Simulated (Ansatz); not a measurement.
C₂H₇NSn, SMILES C[N]1[CH2][SnH2]1: an atomisation energy, run with Ansatz 0.2.0 through its Python package.

`c2h7nsn.py`:
```python
# -*- coding: utf-8 -*-
'''Energy to split C2H7NSn into its atoms.'''

from collections import Counter

import ansatz as az
from ase import Atoms


def energy_of(molecule, charge=0, unpaired=0):
    calc = molecule.calculation().basis(gaussian='def2-SVPD').functional('pbe')
    if charge:
        calc = calc.charge(charge)
    if unpaired:
        calc = calc.spin('collinear', total=unpaired)
    report = calc.run(threads=1, pin='off').report
    if report['published_state_doubts']:
        print('  doubts:', report['published_state_doubts'])
    return report['free_energy_ev']

atoms = Atoms(['C', 'N', 'C', 'Sn', 'H', 'H', 'H', 'H', 'H', 'H', 'H'], positions=[
    (-0.8278, 1.0633, 0.0175),
    (0.4372, 0.5743, 0.3726),
    (0.3047, -0.6621, 1.0584),
    (0.9925, -1.0351, -0.9286),
    (-1.5708, 0.3217, -0.396),
    (-1.3374, 1.6116, 0.8892),
    (-0.72, 1.8789, -0.7802),
    (-0.6539, -0.9635, 1.346),
    (1.1545, -0.7685, 1.8592),
    (2.6244, -0.9328, -1.2878),
    (-0.3381, -1.1446, -2.1297),
])
geometry = az.Crystal.molecule_from_ase(atoms)

# Hund ground states
unpaired = {'C': 2, 'N': 3, 'Sn': 2, 'H': 1}
counts = Counter(site.symbol for site in geometry.cartesian_sites)
atom_energy = {s: energy_of(az.Crystal.molecule().atom(s, (0, 0, 0)), 0, unpaired[s]) for s in counts}
whole = energy_of(geometry, 0, 0)
for s, e in atom_energy.items():
    print(f'{s:2s} x{counts[s]}  {e:14.5f} eV')
print(f'C2H7NSn: {whole:.5f} eV')
split = sum(counts[s] * e for s, e in atom_energy.items()) - whole
print(f'atomisation energy (no zero-point term): {split:.3f} eV, {split / sum(counts.values()):.3f} eV an atom')
```

What does it cost to take this molecule apart into atoms?

37.709 eV from the electronic energies, without the zero-point term.

The run itself:

```console
$ python c2h7nsn.py
C  x2     -1027.28940 eV
N  x1     -1482.14294 eV
Sn x1     -5829.88663 eV
H  x7       -13.56840 eV
C2H7NSn: -9499.29587 eV
atomisation energy (no zero-point term): 37.709 eV, 3.428 eV an atom
```

Notes:
- Total energies depend on the basis set; only differences at equal settings carry meaning.
- The geometry is a force-field or estimated start, not a minimum of this method, and the basis set is short of its limit. All parts are taken at fixed geometry, without zero-point energy.
- def2 sets replace the cores of elements past krypton by effective core potentials.
- This functional overbinds, so such energies come out a few per cent too high (LDA far more).
- The spin-orbit lowering of heavy atoms is left out.
- Finished in 6.4 s on 1 thread of Arm Neoverse V1, on a shared host, peak memory 0.25 GiB.

(A comment or docstring line of the script was reworded after the run, the code is as it ran; lines on the test bed's own set-up are left out of the output.)
